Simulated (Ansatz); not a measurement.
# C₂H₄OSi: one species, many methods

An exercise on one series of results from a longer session: the logs are not shown, and one member is left open.

Computed with Ansatz 0.2.0, Gaussian basis. Level: functionals in def2-TZVPP, the program's frozen cores in correlated methods.

Levels to be run: LDA (SPW92), PBE-D4, revPBE-D4, BLYP-D4, r2SCAN-D4, B97M-V, PBE0-D4, B3LYP-D4, r2SCANh-D4, r2SCAN0-D4, HSE06-D4, BHLYP-D4, CAM-B3LYP-D4, LC-ωPBE, ωB97X-V, ωB97M-V, B2PLYP, PBE-QIDH; CCSD(T)/def2-SVP; CCSD(T)/def2-TZVPP; MP2/def2-QZVPP; extrapolation to the limit; RPA on PBE.

1 further run of the same task is left out (it didn't finish).

## The geometry

An earlier PBE0-D4 in a triple-zeta def2 set relaxation fixed the geometry.

SMILES `OC#C[SiH3]`, 8 atoms, charge 0, spin multiplicity 1.

Atoms are counted from 1 here; the program's logs count them from 0.

Bond lengths: O1–C2 1.296 Å, O1–H5 0.965 Å, C2–C3 1.208 Å, C3–Si4 1.808 Å, Si4–H6 1.485 Å, Si4–H7 1.485 Å, Si4–H8 1.485 Å. Angles: C2–O1–H5 110.6°, O1–C2–C3 176.6°, C2–C3–Si4 179.5°, C3–Si4–H6 110.5°, C3–Si4–H7 109.4°, C3–Si4–H8 110.4°, H6–Si4–H7 108.9°, H6–Si4–H8 108.8°, H7–Si4–H8 108.9°.

Set-up of the first run:

The input, in.yaml:

```yaml
crystal:
  periodic: [false, false, false]
  atoms:
    - {symbol: O, position_ang: [2.579205, 0.927888, 0.488065]}
    - {symbol: C, position_ang: [1.380857, 0.489619, 0.263102]}
    - {symbol: C, position_ang: [0.263019, 0.053687, 0.119846]}
    - {symbol: Si, position_ang: [-1.409611, -0.594794, -0.108363]}
    - {symbol: H, position_ang: [2.920823, 1.394385, -0.284736]}
    - {symbol: H, position_ang: [-2.349513, 0.046346, 0.846216]}
    - {symbol: H, position_ang: [-1.863429, -0.311234, -1.494006]}
    - {symbol: H, position_ang: [-1.429252, -2.062997, 0.114176]}
basis:
  gaussian: {orbitals: def2-TZVPP}
hamiltonian: {xc: lda}
output: {orbitals: {seedname: orbitals}}
```

Among the steps run: LDA; PBE-D4 (GGA); revPBE-D4 (GGA); BLYP-D4 (GGA); r2SCAN-D4 (meta-GGA); B97M-V (meta-GGA); PBE0-D4 (hybrid); B3LYP-D4 (hybrid); r2SCANh-D4 (hybrid); r2SCAN0-D4 (hybrid); HSE06-D4 (hybrid); BHLYP-D4 (hybrid); CAM-B3LYP-D4 (range-separated); LC-ωPBE (range-separated); ωB97X-V (range-separated); ωB97M-V (range-separated); B2PLYP (double hybrid); PBE-QIDH (double hybrid).

One of the session's tables, all rows but one given; the rest of the session is left out.

It belongs to the step «Orbital energies across the functionals». 

```
  functional  HOMO (eV)  gap (eV)
 LDA (SPW92)      -6.25      5.32
      PBE-D4      -6.09      5.26
   revPBE-D4      -6.03      5.24
     BLYP-D4      -5.95      5.09
   r2SCAN-D4      -6.34      5.98
      B97M-V      -6.40      5.85
     PBE0-D4      -7.35      7.47
    B3LYP-D4      -7.11      6.86
  r2SCANh-D4      -6.81      6.78
  r2SCAN0-D4      -7.52      7.97
    HSE06-D4      -6.95      6.69
    BHLYP-D4          ?         ?
CAM-B3LYP-D4      -8.69      9.65
     LC-ωPBE     -10.06     12.38
     ωB97X-V      -9.68     11.82
     ωB97M-V      -9.57     11.24
```

Q: Estimate the row for BHLYP-D4 from the others.

Worked estimate for «HOMO (eV)». Against the share of exact exchange, BLYP-D4 (0, -5.95), B3LYP-D4 (0.2, -7.11) give a slope of -5.80 per unit share; at 0.5 the line stands at -8.85.

The run gave: HOMO (eV): -8.47; gap (eV): 9.31. In «HOMO (eV)» the line misses by -0.38.
